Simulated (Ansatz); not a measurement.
# FePt5: the cost of one run

Method: DFT PBE, scalar-relativistic, plane waves, PAW, in Ansatz 0.2.0.

## (1) The structure to begin with

It takes space group P4/mmm (No. 123, tetragonal). Conventional cell: a = 2.766 Å, b = 2.766 Å, c = 11.849 Å, α = 90.00°, β = 90.00°, γ = 90.00°. Fe (site symmetry 4/mmm) is surrounded by 8 Pt at 2.66 Å and 4 Fe at 2.77 Å. Around Pt (site symmetry 4mm) lie 12 Pt at 2.77 to 2.86 Å. Pt (site symmetry 4/mmm) has 12 Pt at 2.77 to 2.82 Å in its first shell of neighbours. Pt (site symmetry 4mm) is surrounded by 4 Fe at 2.66 Å and 8 Pt at 2.77 to 2.86 Å.

Structure file:

```cif
data_structure
_symmetry_space_group_name_H-M 'P 1'
_symmetry_Int_Tables_number 1
_cell_length_a 2.7659
_cell_length_b 2.7659
_cell_length_c 11.8493
_cell_angle_alpha 90.000
_cell_angle_beta 90.000
_cell_angle_gamma 90.000
_cell_volume 90.65
loop_
_atom_site_label
_atom_site_type_symbol
_atom_site_fract_x
_atom_site_fract_y
_atom_site_fract_z
_atom_site_occupancy
Fe1 Fe 0.00000 0.00000 0.00000 1
Pt1 Pt 0.00000 0.00000 0.32870 1
Pt2 Pt 0.00000 0.00000 0.67130 1
Pt3 Pt 0.50000 0.50000 0.50000 1
Pt4 Pt 0.50000 0.50000 0.15260 1
Pt5 Pt 0.50000 0.50000 0.84740 1
```

The start is the relaxed end of an invented cell (made as: elements ordered on the sites of the Au type, Fe/Pt on Au (P4/mmm, No. 123)), taken up again for a closer look.

## (2) A first look at the guess

Input file input.yaml:

```yaml
crystal:
  lattice:
    - [2.7659251, 0.0, 0.0]
    - [0.0, 2.7659251, 0.0]
    - [0.0, 0.0, 11.8492545]
  atoms:
    - { symbol: Fe, position: [0.0, 0.0, 0.0], spin: 3.34 }
    - { symbol: Pt, position: [0.0, 0.0, 0.328697] }
    - { symbol: Pt, position: [0.0, 0.0, 0.671303] }
    - { symbol: Pt, position: [0.5, 0.5, 0.5] }
    - { symbol: Pt, position: [0.5, 0.5, 0.152599], spin: 0.32 }
    - { symbol: Pt, position: [0.5, 0.5, 0.847401], spin: 0.32 }
basis:
  ecutwfc: 420
kpoints:
  mp_grid: { grid: [6, 6, 2] }
hamiltonian:
  xc: pbe
scf:
  occupations: { method: gaussian, width: 0.1 }
  lower_state_search: "off"
output:
  forces: true
  stress: true
  eigenvalues: true
  populations: true
magnetization:
  spin_polarized: true
```

On the command line:

```bash
$ ansatz run input.yaml --threads 4 --pin off --max-ram 8192MiB --backend cpu --events-out ev --progress --plain --runs-dir out
```

What time and memory should one allow on 4 threads of Intel Xeon Platinum 8259CL at 2.50GHz (Skylake/Cascade Lake), shared host?

About 14 s, with a peak of 0.62 GiB.
